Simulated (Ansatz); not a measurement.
# C₂H₃F₃GeO₂: how energies converge with the basis set

Aim: see how fast density functionals converge with the basis set for C₂H₃F₃GeO₂.

The runs use Ansatz 0.2.0, Gaussian basis; one geometry, several basis sets.

Levels to be run: PBE0-D4/def2-SVP; ωB97M-V/def2-SVP; PBE0-D4/def2-QZVPP; ωB97M-V/def2-QZVPP; the functionals' def2-TZVPP values are taken from earlier runs.

### Step 1. Structure used throughout

An earlier PBE0-D4 in a triple-zeta def2 set relaxation fixed the geometry.

SMILES `CC(=O)[O][Ge]([F])([F])[F]`, 11 atoms, charge 0, spin multiplicity 1.

Atoms are counted from 1 here; the program's logs count them from 0.

Bond lengths: C1–C2 1.479 Å, C1–H9 1.092 Å, C1–H10 1.086 Å, C1–H11 1.092 Å, C2–O3 1.235 Å, C2–O4 1.307 Å, O4–Ge5 1.854 Å, Ge5–F6 1.703 Å, Ge5–F7 1.703 Å, Ge5–F8 1.712 Å. Angles: C2–C1–H9 109.0°, C2–C1–H10 110.4°, C2–C1–H11 109.1°, H9–C1–H10 110.5°, H9–C1–H11 107.3°, H10–C1–H11 110.5°, C1–C2–O3 125.6°, C1–C2–O4 119.0°, O3–C2–O4 115.4°, C2–O4–Ge5 95.9°, O4–Ge5–F6 117.6°, O4–Ge5–F7 117.7°, O4–Ge5–F8 96.6°, F6–Ge5–F7 116.0°, F6–Ge5–F8 101.6°, F7–Ge5–F8 101.6°.

### Step 2. PBE0-D4 in def2-SVP

in.yaml

```yaml
crystal:
  periodic: [false, false, false]
  atoms:
    - {symbol: C, position_ang: [1.150537, -1.465884, 0.752417]}
    - {symbol: C, position_ang: [0.413688, -0.319812, 0.177359]}
    - {symbol: O, position_ang: [0.922300, 0.724601, -0.242487]}
    - {symbol: O, position_ang: [-0.888968, -0.382726, 0.090195]}
    - {symbol: Ge, position_ang: [-1.109863, 1.292473, -0.673873]}
    - {symbol: F, position_ang: [-0.889307, 2.652807, 0.327011]}
    - {symbol: F, position_ang: [-0.656708, 1.484902, -2.304382]}
    - {symbol: F, position_ang: [-2.816538, 1.229455, -0.797069]}
    - {symbol: H, position_ang: [0.794120, -1.643960, 1.768820]}
    - {symbol: H, position_ang: [2.218521, -1.267399, 0.752971]}
    - {symbol: H, position_ang: [0.927620, -2.361556, 0.169538]}
basis:
  gaussian: {orbitals: def2-SVP}
hamiltonian: {xc: pbe0, dispersion: d4}
output: {orbitals: {seedname: orbitals}}
```

Run with:

```bash
$ ansatz run in.yaml --threads 2 --pin off --events-out ev --progress --plain --max-ram 32768MiB --backend cpu
```

What it wrote:

```text
Functional definition: PBE0
  name "PBE0"
  cite "Adamo & Barone, J. Chem. Phys. 110, 6158 (1999) doi:10.1063/1.478522"
  cite "Perdew, Burke & Ernzerhof, Phys. Rev. Lett. 77, 3865 (1996) doi:10.1103/PhysRevLett.77.3865"
  parent pbe
  parameter a = 0.25
  parameter kappa = 0.804
  parameter beta = 0.06672455060314922
  exchange = (1 - a)*pbe_x(kappa = kappa, mu = beta*pi^2/3) + a*exact_x
  correlation = pbe_c(beta = beta)
1395 factors; integrals over basis functions are off by at most 1.3e-3 eV
mean field evaluation 1: about -70840.8451 eV, gradient 7.3e1 eV
mean field evaluation 2: about -70833.2252 eV, gradient 1.0e2 eV
mean field evaluation 4: about -70849.7280 eV, gradient 4.7e0 eV
mean field evaluation 8: about -70849.9902 eV, gradient 3.2e-1 eV
mean field evaluation 16: about -70849.9905 eV, gradient 2.0e-4 eV
mean field -70849.99049391 eV, -2603.6891268026 hartree, gradient 5.7e-5 eV, S^2 0.000000; 0 other end points of the search recorded, 0 dependent functions left out
reference -70849.99052135 eV, -2603.6891278113 hartree; 45, 45 occupied and 100, 100 virtual orbitals, 1395 factors
Total energy: -70850.20878372 eV, -2603.6971488052 hartree
```

Run time: 3.8 s. Hardware: 2 threads of AMD EPYC 7R13, shared host; peak memory 0.46 GiB.

### Step 3. ωB97M-V in def2-SVP

Changes to in.yaml since step 2:

```diff
@@ -16,3 +16,3 @@
   gaussian: {orbitals: def2-SVP}
-hamiltonian: {xc: pbe0, dispersion: d4}
+hamiltonian: {xc: {name: wB97M-V}}
 output: {orbitals: {seedname: orbitals}}
```

Launched as before.

What it wrote, shortened:

```text
Functional definition: wB97M-V
  name "wB97M-V"
  cite "Mardirossian & Head-Gordon, J. Chem. Phys. 144, 214110 (2016) doi:10.1063/1.4952647"
  cite "Becke, J. Chem. Phys. 107, 8554 (1997) doi:10.1063/1.475007"
  cite "Vydrov & Van Voorhis, J. Chem. Phys. 133, 244103 (2010) doi:10.1063/1.3521275"
  # Of w^i u^j: cxij and so on, Table III.
[...]
  gx(w, u) = 1 - cx + cx01*u + cx10*w
  gss(w, u) = css00 + css04*u^4 + css10*w + css20*w^2 + css43*w^4*u^3
  gos(w, u) = cos00 + cos10*w + (cos20 + cos21*u)*w^2 + (cos60 + cos61*u)*w^6
[...]
      + integral(e_c_pw_mod_opposite_spin*gos(b97_w_opposite, b97_u_opposite)) + vv10(b, c)
1395 factors; integrals over basis functions are off by at most 1.3e-3 eV
308 factors; integrals over basis functions are off by at most 5.7e-6 eV
[...]
mean field -70864.58395929 eV, -2604.2254267637 hartree, gradient 5.9e-5 eV, S^2 0.000000; 0 other end points of the search recorded, 0 dependent functions left out
reference -70864.58400124 eV, -2604.2254283052 hartree; 45, 45 occupied and 100, 100 virtual orbitals, 1395 factors
Total energy: -70864.58400124 eV, -2604.2254283052 hartree
```

Run time: 12 s. Hardware: 2 threads of AMD EPYC 7R13, shared host; peak memory 0.61 GiB.

### Step 4. PBE0-D4 in def2-QZVPP

Changes to in.yaml since step 3:

```diff
@@ -15,4 +15,4 @@
 basis:
-  gaussian: {orbitals: def2-SVP}
-hamiltonian: {xc: {name: wB97M-V}}
+  gaussian: {orbitals: "def2-QZVPP.json"}
+hamiltonian: {xc: pbe0, dispersion: d4}
 output: {orbitals: {seedname: orbitals}}
```

Run with:

```bash
$ ansatz run in.yaml --threads 2 --pin off --events-out ev --progress --plain --max-ram 32768MiB --backend cuda --devices 0, --max-vram 18GiB
```

What it wrote:

```text
Functional definition: PBE0
  name "PBE0"
  cite "Adamo & Barone, J. Chem. Phys. 110, 6158 (1999) doi:10.1063/1.478522"
  cite "Perdew, Burke & Ernzerhof, Phys. Rev. Lett. 77, 3865 (1996) doi:10.1103/PhysRevLett.77.3865"
  parent pbe
  parameter a = 0.25
  parameter kappa = 0.804
  parameter beta = 0.06672455060314922
  exchange = (1 - a)*pbe_x(kappa = kappa, mu = beta*pi^2/3) + a*exact_x
  correlation = pbe_c(beta = beta)
1997 factors; their error is unknown
mean field evaluation 1: about -70866.0220 eV, gradient 8.4e1 eV
mean field evaluation 2: about -70856.9739 eV, gradient 1.2e2 eV
mean field evaluation 4: about -70876.6525 eV, gradient 4.8e0 eV
mean field evaluation 8: about -70876.6905 eV, gradient 4.4e-1 eV
mean field evaluation 16: about -70876.8419 eV, gradient 2.4e-4 eV
mean field -70876.84187430 eV, -2604.6758968316 hartree, gradient 4.9e-5 eV, S^2 0.000000; 0 other end points of the search recorded, 0 dependent functions left out
reference -70876.84190993 eV, -2604.6758981409 hartree; 45, 45 occupied and 533, 533 virtual orbitals, 1997 factors
Total energy: -70877.06017229 eV, -2604.6839191348 hartree
```

It took 9.5 s on 1 × H100 (card shared with other runs) with 2 threads of AMD EPYC 7R13, shared host; peak host memory 1.1 GiB.

### Step 5. ωB97M-V in def2-QZVPP

Changes to in.yaml since step 4:

```diff
@@ -16,3 +16,3 @@
   gaussian: {orbitals: "def2-QZVPP.json"}
-hamiltonian: {xc: pbe0, dispersion: d4}
+hamiltonian: {xc: {name: wB97M-V}}
 output: {orbitals: {seedname: orbitals}}
```

The command is unchanged.

What it wrote, shortened:

```text
Functional definition: wB97M-V
  name "wB97M-V"
  cite "Mardirossian & Head-Gordon, J. Chem. Phys. 144, 214110 (2016) doi:10.1063/1.4952647"
  cite "Becke, J. Chem. Phys. 107, 8554 (1997) doi:10.1063/1.475007"
  cite "Vydrov & Van Voorhis, J. Chem. Phys. 133, 244103 (2010) doi:10.1063/1.3521275"
  # Of w^i u^j: cxij and so on, Table III.
[...]
  gx(w, u) = 1 - cx + cx01*u + cx10*w
  gss(w, u) = css00 + css04*u^4 + css10*w + css20*w^2 + css43*w^4*u^3
  gos(w, u) = cos00 + cos10*w + (cos20 + cos21*u)*w^2 + (cos60 + cos61*u)*w^6
[...]
      + integral(e_c_pw_mod_opposite_spin*gos(b97_w_opposite, b97_u_opposite)) + vv10(b, c)
1985 factors; their error is unknown
394 factors; integrals over basis functions are off by at most 5.3e-6 eV
[...]
mean field -70891.70725705 eV, -2605.2221895716 hartree, gradient 3.2e-5 eV, S^2 0.000000; 0 other end points of the search recorded, 0 dependent functions left out
reference -70891.70731574 eV, -2605.2221917284 hartree; 45, 45 occupied and 533, 533 virtual orbitals, 1985 factors
Total energy: -70891.70731574 eV, -2605.2221917284 hartree
```

It took 10 s on 1 × H100 (card shared with other runs) with 2 threads of AMD EPYC 7R13, shared host; peak host memory 1.2 GiB.

### Step 6. Functionals by basis

The def2-TZVPP values come from earlier runs at the same geometry.

| functional | basis | functions | energy (eV) | from the largest (eV) | HOMO (eV) | LUMO (eV) |
| --- | --- | --- | --- | --- | --- | --- |
| PBE0-D4 | def2-SVP | 145 | -70850.2088 | 26.851 | -9.95 | -1.32 |
| PBE0-D4 | def2-TZVPP | 307 | -70875.0219 | 2.038 | -9.96 | -1.34 |
| PBE0-D4 | def2-QZVPP | 578 | -70877.0602 | 0.000 | -10.00 | -1.38 |
| ωB97M-V | def2-SVP | 145 | -70864.5840 | 27.123 | -12.34 | 1.04 |
| ωB97M-V | def2-TZVPP | 307 | -70889.7632 | 1.944 | -12.38 | 0.98 |
| ωB97M-V | def2-QZVPP | 578 | -70891.7073 | 0.000 | -12.42 | 0.90 |

### Step 7. What came out

```
                                       quantity           value
PBE0-D4: double and triple zeta above quadruple  26.85, 2.04 eV
ωB97M-V: double and triple zeta above quadruple  27.12, 1.94 eV
```

What this shows: For PBE0-D4 the step from double to triple zeta gains 24.81 eV and the next only 2.04 eV. These are total energies; as a rule much of such shifts cancels in differences, which this series doesn't test.
